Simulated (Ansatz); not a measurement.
I need a comparison of dispersion corrections of CH5NSeSi, SMILES N=C[SiH2][SeH]. Use the Ansatz DFT code, driven from Python. Use (for the species named): BLYP, def2-SVP basis, multiplicity 1, D3BJ dispersion.

```
atom    x (Å)    y (Å)    z (Å)
   N   0.0103   1.6205  -0.2959
   C   0.2768   0.5391  -0.8366
  Si   0.3528  -0.9674   0.1986
  Se  -1.5731  -1.3723   1.1564
   H  -0.0971   2.5094  -0.9025
   H   0.4911   0.4901  -1.8998
   H   1.4136  -0.7613   1.2734
   H   0.8178  -2.0979  -0.6271
   H  -1.6037  -0.0065   1.9166
```

Script `ch5nsesi.py`:
```python
"""Size of D3 and D4 in CH5NSeSi."""

import ansatz as az


def main() -> None:
    geometry_ang = [
        ("N", (0.0103, 1.6205, -0.2959)),
        ("C", (0.2768, 0.5391, -0.8366)),
        ("Si", (0.3528, -0.9674, 0.1986)),
        ("Se", (-1.5731, -1.3723, 1.1564)),
        ("H", (-0.0971, 2.5094, -0.9025)),
        ("H", (0.4911, 0.4901, -1.8998)),
        ("H", (1.4136, -0.7613, 1.2734)),
        ("H", (0.8178, -2.0979, -0.6271)),
        ("H", (-1.6037, -0.0065, 1.9166)),
    ]
    mol = az.Crystal.molecule()
    for symbol, xyz in geometry_ang:
        mol = mol.atom(symbol, xyz)

    calculation = mol.calculation().basis(gaussian="def2-SVP")
    for name in ["blyp", "pbe"]:
        for correction in ("d3bj", "d4"):
            summary = calculation.functional(name, dispersion=correction).run(threads=1, backend="cpu").report
            print(f"{name:8s} {correction:5s} total {summary['free_energy_ev']:.5f} eV, of which dispersion {1000 * summary['dispersion']['energy']['ev']:.2f} meV")


if __name__ == "__main__":
    main()
```

```console
$ python ch5nsesi.py
blyp     d3bj  total -75822.77469 eV, of which dispersion -493.13 meV
blyp     d4    total -75822.75061 eV, of which dispersion -469.06 meV
pbe      d3bj  total -75805.64980 eV, of which dispersion -220.81 meV
pbe      d4    total -75805.64476 eV, of which dispersion -215.77 meV
```

What to keep in mind:
- Total energies depend on the basis set; only differences at equal settings carry meaning.
- The geometry is a force-field or estimated start, not a minimum of this method, and the basis set is short of its limit. D4 holds the three-body term, and d3bj doesn't.
- It ran for 10 s on 1 thread of AMD EPYC 7R43 64-Core Processor (Zen 3), on a shared host, peak memory 0.21 GiB.
